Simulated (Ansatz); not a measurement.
**CH₉F₂N₃O₂Si₂: basis-set convergence**

Aim: see how fast density functionals converge with the basis set for CH₉F₂N₃O₂Si₂.

The runs use Ansatz 0.2.0, Gaussian basis; one geometry, several basis sets.

Levels to be run: PBE0-D4/def2-SVP; ωB97M-V/def2-SVP; PBE0-D4/def2-QZVPP; ωB97M-V/def2-QZVPP; the functionals' def2-TZVPP values are taken from earlier runs.

## 1. Structure used throughout

All runs share one geometry, relaxed beforehand with PBE0-D4 in a triple-zeta def2 set.

SMILES `CN([Si](N)(O)O)[Si](N)(F)F`, 19 atoms, charge 0, spin multiplicity 1.

Atoms are counted from 1 here; the program's logs count them from 0.

Bond lengths: C1–N2 1.468 Å, C1–H11 1.095 Å, C1–H12 1.091 Å, C1–H13 1.092 Å, N2–Si3 1.731 Å, N2–Si7 1.699 Å, Si3–N4 1.696 Å, Si3–O5 1.634 Å, Si3–O6 1.641 Å, N4–H14 1.005 Å, N4–H15 1.006 Å, O5–H16 0.959 Å, O6–H17 0.959 Å, Si7–N8 1.691 Å, Si7–F9 1.593 Å, Si7–F10 1.598 Å, N8–H18 1.006 Å, N8–H19 1.007 Å. Angles: N2–C1–H11 111.9°, N2–C1–H12 109.7°, N2–C1–H13 110.9°, H11–C1–H12 107.5°, H11–C1–H13 108.5°, H12–C1–H13 108.1°, C1–N2–Si3 118.5°, C1–N2–Si7 119.7°, Si3–N2–Si7 121.6°, N2–Si3–N4 107.3°, N2–Si3–O5 116.0°, N2–Si3–O6 105.7°, N4–Si3–O5 104.1°, N4–Si3–O6 119.3°, O5–Si3–O6 105.1°, Si3–N4–H14 122.2°, Si3–N4–H15 120.7°, H14–N4–H15 112.6° and more.

Geometry (Å):

```
C     0.4604   -0.1806    1.6498
N     0.0411    0.0753    0.2663
Si   -0.6845   -1.2159   -0.6292
N     0.2933   -2.5858   -0.4215
O    -2.1600   -1.6993   -0.1193
O    -0.9269   -0.6253   -2.1412
Si    0.1643    1.6438   -0.3736
N     1.0382    2.6705    0.6477
F    -1.2776    2.2075   -0.7474
F     0.9318    1.6515   -1.7751
H    -0.2943    0.1465    2.3731
H     0.6133   -1.2508    1.7955
H     1.3994    0.3300    1.8732
H     1.2924   -2.5505   -0.5247
H    -0.0776   -3.5087   -0.5702
H    -2.9002   -1.2131   -0.4860
H    -0.1936   -0.2211   -2.6079
H     0.7412    2.8460    1.5931
H     1.4977    3.4756    0.2540
```

## 2. PBE0-D4 in def2-SVP

File in.yaml:

```yaml
crystal:
  periodic: [false, false, false]
  atoms:
    - {symbol: C, position_ang: [0.460397, -0.180612, 1.649757]}
    - {symbol: N, position_ang: [0.041116, 0.075288, 0.266323]}
    - {symbol: Si, position_ang: [-0.684503, -1.215910, -0.629201]}
    - {symbol: N, position_ang: [0.293261, -2.585839, -0.421547]}
    - {symbol: O, position_ang: [-2.160037, -1.699275, -0.119275]}
    - {symbol: O, position_ang: [-0.926914, -0.625313, -2.141153]}
    - {symbol: Si, position_ang: [0.164331, 1.643821, -0.373601]}
    - {symbol: N, position_ang: [1.038246, 2.670486, 0.647663]}
    - {symbol: F, position_ang: [-1.277583, 2.207526, -0.747426]}
    - {symbol: F, position_ang: [0.931753, 1.651519, -1.775103]}
    - {symbol: H, position_ang: [-0.294262, 0.146477, 2.373053]}
    - {symbol: H, position_ang: [0.613268, -1.250824, 1.795475]}
    - {symbol: H, position_ang: [1.399449, 0.330039, 1.873180]}
    - {symbol: H, position_ang: [1.292350, -2.550537, -0.524725]}
    - {symbol: H, position_ang: [-0.077580, -3.508682, -0.570208]}
    - {symbol: H, position_ang: [-2.900242, -1.213058, -0.486032]}
    - {symbol: H, position_ang: [-0.193569, -0.221078, -2.607886]}
    - {symbol: H, position_ang: [0.741180, 2.846046, 1.593110]}
    - {symbol: H, position_ang: [1.497743, 3.475626, 0.253997]}
basis:
  gaussian: {orbitals: def2-SVP}
hamiltonian: {xc: pbe0, dispersion: d4}
output: {orbitals: {seedname: orbitals}}
```

Further steps of the session: ωB97M-V in def2-SVP; PBE0-D4 in def2-QZVPP; ωB97M-V in def2-QZVPP.

Before running them: what should the planned runs give, taken together? Wanted: PBE0-D4: double and triple zeta above quadruple; ωB97M-V: double and triple zeta above quadruple.

**Answer**, as computed:

| quantity | value |
| --- | --- |
| PBE0-D4: double and triple zeta above quadruple | 26.45, 1.45 eV |
| ωB97M-V: double and triple zeta above quadruple | 26.79, 1.36 eV |

What this shows: PBE0-D4 gains 25.00 eV from double to triple zeta, then 1.45 eV more. These are total energies; as a rule much of such shifts cancels in differences, which this series doesn't test. The LUMO of ωB97M-V is positive and keeps falling with the basis (2.81 to 1.36 eV): an unbound level that the basis holds in place.
